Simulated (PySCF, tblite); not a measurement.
**C₄H₁₂BrFSi₂: geometry, infrared bands and NMR shifts**

Aim: predict the infrared bands and NMR shifts of C₄H₁₂BrFSi₂ (`CC[SiH2][C@@H](F)[SiH2]CBr`).

Programs: tblite 0.8.0 and PySCF 2.14.0, with density-fitted response routines of our own. Each step states its level of theory. These are calculated values for one molecule in the gas phase, unless marked as measured. Atoms are numbered from 0 throughout.

**1. The starting structure**

20 atoms, charge 0, multiplicity 1; geometry from: force field or distance geometry start.

Bonds of the start (Å): C0–C1 1.50, C1–Si2 1.88, Si2–C3 1.84, C3–F4 1.38, C3–Si5 1.86, Si5–C6 1.87, C6–Br7 1.92, C0–H8 1.12, C0–H9 1.11, C0–H10 1.12, C1–H11 1.09, C1–H12 1.13, Si2–H13 1.47, Si2–H14 1.47, C3–H15 1.13, Si5–H16 1.47, Si5–H17 1.46, C6–H18 1.10, C6–H19 1.12.

**2. Relaxing the molecule with GFN2-xTB**

The job: settings as JSON, then the geometry in Å.

```
{"job": {"kind": "relax", "xc": "GFN2-xTB", "basis": "xTB"}, "charge": 0, "multiplicity": 1}
C     -3.406500     0.249900    -0.058600
C     -2.050400     0.270300     0.587700
Si    -0.851200    -0.515500    -0.626900
C      0.726200    -0.849300     0.262300
F      1.011500    -2.194800     0.126100
Si     2.038300     0.190700    -0.556900
C      3.424800     0.339900     0.690900
Br     4.663500     1.714300     0.162900
H     -3.450600     1.000200    -0.886000
H     -4.235400     0.428300     0.664400
H     -3.494400    -0.746200    -0.566000
H     -1.765000     1.296900     0.831700
H     -2.112200    -0.373600     1.518700
H     -1.466300    -1.732800    -1.165800
H     -0.601400     0.489000    -1.676000
H      0.649500    -0.632100     1.366300
H      1.478800     1.525600    -0.786000
H      2.465800    -0.443600    -1.802400
H      3.972400    -0.613800     0.723900
H      2.997500     0.607200     1.689600
```

Run with:

```
$ OMP_NUM_THREADS=1 python probes_run.py task.json out
```

One launch serves the whole session: the jobs run in the order shown.

Output:

```text
step      E/eV     max force
  0    -732.26838    1.676
  1    -732.42959    0.768
  2    -732.48108    0.584
  3    -732.51875    0.533
  4    -732.55369    0.588
  5    -732.58266    0.560
  6    -732.60563    0.384
  7    -732.62267    0.240
  8    -732.64102    0.294
  9    -732.66470    0.372
 10    -732.69153    0.388
 11    -732.71341    0.292
 12    -732.72770    0.271
 13    -732.73852    0.263
 14    -732.75049    0.260
 15    -732.76270    0.253
 16    -732.77253    0.210
 17    -732.77999    0.178
 18    -732.78640    0.184
 19    -732.79163    0.169
 20    -732.79545    0.136
 21    -732.79819    0.119
 22    -732.80034    0.123
 23    -732.80217    0.092
 24    -732.80374    0.085
 25    -732.80517    0.074
 26    -732.80651    0.087
 27    -732.80765    0.085
 28    -732.80859    0.067
 29    -732.80949    0.068
 30    -732.81050    0.092
 31    -732.81157    0.089
 32    -732.81249    0.069
 33    -732.81320    0.071
 34    -732.81385    0.070
 35    -732.81462    0.096
 36    -732.81552    0.082
 37    -732.81644    0.088
 38    -732.81724    0.061
 39    -732.81792    0.075
 40    -732.81852    0.075
 41    -732.81917    0.082
 42    -732.81993    0.090
 43    -732.82081    0.064
 44    -732.82178    0.083
 45    -732.82287    0.082
 46    -732.82415    0.103
 47    -732.82560    0.100
 48    -732.82694    0.071
 49    -732.82782    0.056
 50    -732.82841    0.059
 51    -732.82906    0.074
 52    -732.82985    0.082
 53    -732.83064    0.073
 54    -732.83119    0.042
 55    -732.83155    0.049
 56    -732.83192    0.052
 57    -732.83236    0.061
 58    -732.83282    0.053
 59    -732.83324    0.050
 60    -732.83365    0.059
 61    -732.83412    0.089
 62    -732.83461    0.082
 63    -732.83499    0.047
 64    -732.83525    0.040
 65    -732.83547    0.043
 66    -732.83583    0.067
 67    -732.83627    0.066
 68    -732.83667    0.042
 69    -732.83697    0.040
 70    -732.83727    0.039
 71    -732.83772    0.059
 72    -732.83838    0.063
 73    -732.83915    0.077
 74    -732.83995    0.080
 75    -732.84083    0.070
 76    -732.84190    0.077
 77    -732.84314    0.074
 78    -732.84428    0.067
 79    -732.84520    0.067
 80    -732.84613    0.081
 81    -732.84731    0.090
 82    -732.84874    0.083
 83    -732.84988    0.061
 84    -732.85043    0.063
 85    -732.85009    0.072
 86    -732.85111    0.053
 87    -732.85147    0.049
 88    -732.85280    0.050
 89    -732.85335    0.046
 90    -732.85408    0.049
 91    -732.85452    0.055
 92    -732.85531    0.057
 93    -732.85588    0.061
 94    -732.85639    0.049
 95    -732.85694    0.060
 96    -732.85749    0.049
 97    -732.85796    0.048
 98    -732.85843    0.053
 99    -732.85900    0.070
100    -732.85970    0.088
101    -732.86062    0.071
102    -732.86166    0.061
103    -732.86266    0.060
104    -732.86325    0.063
105    -732.86416    0.075
106    -732.86528    0.078
107    -732.86765    0.114
108    -732.86980    0.146
109    -732.86905    0.220
110    -732.87412    0.153
111    -732.87633    0.126
112    -732.88024    0.151
113    -732.88194    0.107
114    -732.88308    0.062
115    -732.88411    0.066
116    -732.88475    0.060
117    -732.88544    0.070
118    -732.88602    0.056
119    -732.88657    0.056
120    -732.88715    0.045
121    -732.88760    0.043
122    -732.88809    0.061
123    -732.88859    0.058
124    -732.88905    0.050
125    -732.88950    0.053
126    -732.89003    0.065
127    -732.89065    0.087
128    -732.89114    0.086
129    -732.89176    0.059
130    -732.89226    0.057
131    -732.89292    0.058
132    -732.89332    0.057
133    -732.89388    0.047
134    -732.89440    0.063
135    -732.89496    0.062
136    -732.89548    0.043
137    -732.89578    0.034
138    -732.89596    0.027
139    -732.89615    0.038
140    -732.89642    0.042
141    -732.89690    0.045
142    -732.89730    0.040
143    -732.89771    0.042
144    -732.89805    0.046
145    -732.89833    0.038
146    -732.89854    0.028
147    -732.89869    0.039
148    -732.89888    0.037
149    -732.89906    0.028
150    -732.89923    0.023
151    -732.89931    0.018
152    -732.89943    0.019
153    -732.89951    0.016
154    -732.89957    0.013
155    -732.89961    0.014
156    -732.89964    0.012
157    -732.89967    0.011
158    -732.89970    0.011
159    -732.89974    0.011
160    -732.89976    0.009
```

Wall time 12 s (1 thread of Intel Xeon at 2.70GHz, shared host).

Along the way: (not every step is listed)

```csv
step,energy from step 0 (eV),largest force (eV/Å)
0,0.0000,1.6759
1,-0.1612,0.7680
2,-0.2127,0.5841
3,-0.2504,0.5329
4,-0.2853,0.5876
5,-0.3143,0.5600
6,-0.3373,0.3839
7,-0.3543,0.2401
8,-0.3726,0.2945
22,-0.5320,0.1231
36,-0.5471,0.0824
50,-0.5600,0.0587
64,-0.5669,0.0397
78,-0.5759,0.0672
92,-0.5869,0.0573
106,-0.5969,0.0783
120,-0.6188,0.0447
134,-0.6260,0.0632
148,-0.6305,0.0367
155,-0.6312,0.0141
156,-0.6313,0.0121
157,-0.6313,0.0106
158,-0.6313,0.0110
159,-0.6314,0.0112
160,-0.6314,0.0087
```

Close pairs (by a distance rule), those that changed most:

```csv
bond,before (Å),after (Å),change (Å)
Si2–C3,1.841,1.920,+0.078
C3–Si5,1.864,1.912,+0.049
C1–H12,1.134,1.092,-0.042
Si5–C6,1.871,1.906,+0.034
C0–H10,1.121,1.087,-0.034
C3–H15,1.128,1.095,-0.033
C6–H19,1.119,1.087,-0.032
C0–H8,1.118,1.087,-0.031
```

The final coordinates are the input of the step that follows.

**3. Harmonic vibrations with GFN2-xTB**

The job: settings as JSON, then the geometry in Å.

```
{"job": {"kind": "ir", "xc": "GFN2-xTB", "basis": "xTB"}, "charge": 0, "multiplicity": 1}
C     -3.403145     0.445200    -0.373407
C     -2.038412     0.345782     0.298753
Si    -0.983135    -1.058799    -0.418780
C      0.760970    -0.965516     0.377392
F      1.504644    -2.040702    -0.136448
Si     1.763077     0.631958     0.059061
C      3.593862     0.226754     0.399412
Br     4.644709     1.842666     0.101389
H     -3.290974     0.646053    -1.435800
H     -3.995814     1.246197     0.064630
H     -3.953511    -0.485784    -0.263401
H     -1.518080     1.299047     0.187415
H     -2.183011     0.196962     1.370351
H     -1.556393    -2.373741    -0.112595
H     -0.810249    -0.908937    -1.866447
H      0.698480    -1.166296     1.452010
H      1.322103     1.677802     0.984997
H      1.653961     1.059107    -1.336776
H      3.992552    -0.526667    -0.275014
H      3.793218    -0.080409     1.422943
```

Output:

```text
mode    cm-1     km/mol
  1      27.0      0.38
  2      31.7      0.91
  3      45.5      1.46
  4      54.2      5.85
  5      69.0      2.28
  6      92.3      4.45
  7     131.4      0.19
  8     185.5      2.84
  9     224.1      0.38
 10     249.4      2.95
 11     284.8      8.19
 12     301.9      7.14
 13     445.0     29.99
 14     463.5     46.70
 15     533.0      2.61
 16     566.2      0.66
 17     575.5     44.08
 18     657.1     44.27
 19     690.9    163.02
 20     712.5    349.87
 21     724.6     34.05
 22     733.1     55.34
 23     736.3    102.31
 24     744.7     30.37
 25     761.6    278.96
 26     778.9    234.26
 27     827.4    141.99
 28     975.1     26.90
 29     976.2     12.15
 30    1020.7     10.77
 31    1063.2     50.60
 32    1075.2     27.14
 33    1079.4     15.32
 34    1170.7      4.67
 35    1237.5      1.59
 36    1255.3      9.96
 37    1286.4      7.13
 38    1420.4      0.65
 39    1420.7     17.23
 40    1478.5      0.94
 41    1510.9      1.73
 42    1511.5      4.19
 43    2238.4    342.77
 44    2251.3     78.70
 45    2270.8    363.77
 46    2281.6    208.53
 47    2905.2     32.75
 48    2965.7     44.90
 49    2979.1     36.90
 50    3008.4      7.51
 51    3012.8      4.76
 52    3020.7     41.16
 53    3036.8     48.52
 54    3043.6     28.02
```

Run time: 5.1 s. Hardware: 1 thread of Intel Xeon at 2.70GHz, shared host.

Which atoms move in the most intense modes:

```csv
cm⁻¹,km/mol,atoms
691,163.0,"H14 34 %, H13 27 %, C1 21 %"
712,349.9,"H16 41 %, H17 37 %"
762,279.0,"H16 37 %, H17 35 %, Si5 10 %"
779,234.3,"H14 45 %, H13 44 %"
827,142.0,"C3 54 %, H15 19 %, Si5 15 %"
2238,342.8,"H13 77 %, H14 18 %"
2271,363.8,H16 84 %
2282,208.5,"H17 85 %, H16 10 %"
```

**4. Shielding tensors: PBE0/pcSseg-1**

The job, as its differences from that of step 3:

```diff
@@ -1,2 +1,2 @@
-{"job": {"kind": "ir", "xc": "GFN2-xTB", "basis": "xTB"}, "charge": 0, "multiplicity": 1}
+{"job": {"kind": "nmr", "xc": "PBE0", "basis": "pcSseg-1"}, "charge": 0, "multiplicity": 1}
 C     -3.403145     0.445200    -0.373407
```

With the program's defaults for keys left out, this is: GIAO PBE0/pcSseg-1 NMR shielding, non-relativistic, gas phase.

Output:

```text
coarse grid: 75840 points
cycle   1  E = -3411.4026646829  dE = -8.306e-01  |g| = 8.521e-01  |ddm| = 3.949e+00
cycle   2  E = -3411.3777043504  dE =  2.496e-02  |g| = 7.650e-01  |ddm| = 8.723e-01
cycle   3  E = -3411.4590812364  dE = -8.138e-02  |g| = 2.230e-01  |ddm| = 6.095e-01
cycle   4  E = -3411.4665093430  dE = -7.428e-03  |g| = 4.734e-02  |ddm| = 1.358e-01
cycle   5  E = -3411.4668627416  dE = -3.534e-04  |g| = 1.153e-02  |ddm| = 3.897e-02
cycle   6  E = -3411.4668948220  dE = -3.208e-05  |g| = 1.867e-03  |ddm| = 1.067e-02
cycle   7  E = -3411.4668953859  dE = -5.639e-07  |g| = 6.097e-04  |ddm| = 1.978e-03
final grid: 157832 points
cycle   8  E = -3411.4668486019  dE = -4.007e-08  |g| = 7.459e-04  |ddm| = 2.274e-03
cycle   9  E = -3411.4668485190  dE =  8.297e-08  |g| = 9.573e-04  |ddm| = 1.548e-03
cycle  10  E = -3411.4668487238  dE = -2.049e-07  |g| = 6.499e-05  |ddm| = 8.696e-04
cycle  11  E = -3411.4668487249  dE = -1.058e-09  |g| = 1.128e-05  |ddm| = 6.470e-05
cycle  12  E = -3411.4668487249  dE = -2.547e-11  |g| = 5.655e-06  |ddm| = 1.652e-05
converged SCF energy = -3411.4668487249

GIAO shielding tensors (ppm)
atom      isotropic    diamagn.    paramagn.     s11        s22        s33       span
  0 C      175.828     243.530     -67.703    168.165    170.250    189.069     20.904
  1 C      182.341     256.052     -73.711    174.433    180.385    192.203     17.771
  2 Si     384.753     882.426    -497.673    356.974    367.934    429.351     72.378
  3 C      104.906     256.884    -151.977     48.637     77.932    188.149    139.511
  4 F      476.161     474.956       1.205    437.474    469.332    521.678     84.204
  5 Si     385.358     880.514    -495.157    342.859    378.318    434.896     92.037
  6 C      166.919     251.205     -84.286    146.562    153.447    200.748     54.185
  7 Br    2479.591    3119.735    -640.144   2128.696   2239.522   3070.554    941.858
  8 H       30.724      28.474       2.250     25.908     29.329     36.934     11.026
  9 H       30.212      26.670       3.542     24.930     27.581     38.126     13.197
 10 H       30.745      27.361       3.383     25.972     28.922     37.339     11.367
 11 H       31.219      35.100      -3.882     25.275     31.150     37.231     11.956
 12 H       31.058      33.286      -2.229     25.703     30.550     36.919     11.215
 13 H       27.294      30.518      -3.224     23.770     25.846     32.267      8.496
 14 H       27.536      31.142      -3.606     24.372     26.923     31.313      6.942
 15 H       26.593      33.343      -6.750     24.529     25.455     29.796      5.267
 16 H       27.523      30.420      -2.898     23.019     28.431     31.117      8.098
 17 H       27.384      30.022      -2.638     22.787     28.172     31.192      8.405
 18 H       28.573      29.224      -0.651     20.906     28.336     36.476     15.570
 19 H       28.890      29.206      -0.317     21.281     28.549     36.839     15.558
```

Run time: 2.2 min. Hardware: 1 thread of Intel Xeon at 2.70GHz, shared host; peak memory 1.1 GiB.

The references, computed at this level on geometries of the same kind, shield at (ppm): 1H TMS 31.72, 13C TMS 186.9, 29Si TMS 349.2, 19F CFCl3 170.9, 79Br HBr 2622. Their shielding less the atom's gives the shift. The references are single molecules in the gas phase, so shifts against H2O, NH3, PH3, H3PO4 or CFCl3 are not on the usual liquid scales and can be off by tens of ppm. Atoms listed in one row are averaged.

```csv
atoms,environment,σ (ppm),δ (ppm),δ scaled to CDCl3
C3,sp3 CH bonded to F and 2 Si,104.9,82.0,78.1
C6,sp3 CH2 bonded to Br and Si,166.9,20.0,2.8
C0,methyl carbon,175.8,11.1,8.9
C1,sp3 CH2 bonded to Si,182.3,4.6,2.6
H15,hydrogen on an sp3 CH bonded to F and 2 Si,26.59,5.12,4.94
H13,hydrogen on a silicon bonded to 2 C,27.29,4.42,–
H17,hydrogen on a silicon bonded to 2 C,27.38,4.33,–
H16,hydrogen on a silicon bonded to 2 C,27.52,4.19,–
H14,hydrogen on a silicon bonded to 2 C,27.54,4.18,–
H18,hydrogen on an sp3 CH2 bonded to Br and Si,28.57,3.14,3.07
H19,hydrogen on an sp3 CH2 bonded to Br and Si,28.89,2.83,2.77
"H8, H9, H10",hydrogen on a methyl carbon,30.56,1.16,1.20
H12,hydrogen on an sp3 CH2 bonded to Si,31.06,0.66,0.73
H11,hydrogen on an sp3 CH2 bonded to Si,31.22,0.50,0.57
Si2,"silicon bonded to 2 C, 2 H",384.8,-35.6,–
Si5,"silicon bonded to 2 C, 2 H",385.4,-36.2,–
F4,fluorine on an sp3 carbon,476.2,-305.2,–
Br7,bromine bonded to C,2480,142,–
```

The scaled column applies a straight-line fit of computed shieldings to shifts measured in CDCl3, with any fitted terms for Cl, Br or S neighbours, and one for carbons that bear F (root-mean-square error 0.16 ppm for H, 1.9 ppm for C).

Charges from the same density, by scheme (e):

```csv
atoms,Mulliken,IAO,Hirshfeld,ESP fit
C0,-0.28,-0.41,-0.11,-0.27
C1,-0.60,-0.54,-0.15,0.00
Si2,0.65,0.75,0.33,0.28
C3,-0.37,-0.37,-0.11,-0.12
F4,-0.35,-0.33,-0.12,-0.22
Si5,0.68,0.76,0.32,0.59
C6,-0.48,-0.57,-0.14,-0.68
Br7,-0.19,-0.06,-0.05,-0.08
```

Mayer bond orders: C0–C1 1.05, C1–Si2 0.91, Si2–C3 0.87, C3–F4 0.78, C3–Si5 0.85, Si5–C6 0.85, C6–Br7 0.98.

**5. Outcome**

```
                                                              quantity                                                           value
                             strongest single infrared mode (GFN2-xTB)                                           2271 cm⁻¹, 364 km/mol
                                          zero-point energy (GFN2-xTB)                                                   90.3 kcal/mol
                                13C shifts against TMS (PBE0/pcSseg-1)                                       82.0, 20.0, 11.1, 4.6 ppm
1H shifts against TMS (PBE0/pcSseg-1, means over atoms taken as alike)  5.12, 4.42, 4.33, 4.19, 4.18, 3.14, 2.83, 1.16, 0.66, 0.50 ppm
                               29Si shifts against TMS (PBE0/pcSseg-1)                                                -35.6, -36.2 ppm
                              19F shifts against CFCl3 (PBE0/pcSseg-1)                                                      -305.2 ppm
                               79Br shifts against HBr (PBE0/pcSseg-1)                                                         142 ppm
```

Over 160 steps the energy fell by 0.631 eV; of the close pairs, Si2–C3 changed most, 1.841 to 1.920 Å. No mode is imaginary among the 54: a minimum at this level. The strongest single mode, at 2271 cm⁻¹, moves mainly H16. GFN2-xTB is a fitted tight-binding method: band positions and strengths are rough. Its intensities can rank the bands wrongly. C6 stands next to heavy halogen, whose spin-orbit shielding this run leaves out, so the computed shift lies too far downfield, most of all for carbon beside Br or I. C3 (sp3 CH bonded to F and 2 Si) lies farthest downfield among carbon, at 82.0 ppm; pulled downfield by the heteroatom. H15 (hydrogen on an sp3 CH bonded to F and 2 Si) lies farthest downfield among hydrogen, at 5.12 ppm; its carbon carries F, hence the downfield position. At PBE0/pcSseg-1: The largest span, 942 ppm, is at Br7, where the paramagnetic term is -640 ppm. Spin-orbit coupling is left out, which matters for shieldings and couplings at and beside the heavy atoms.
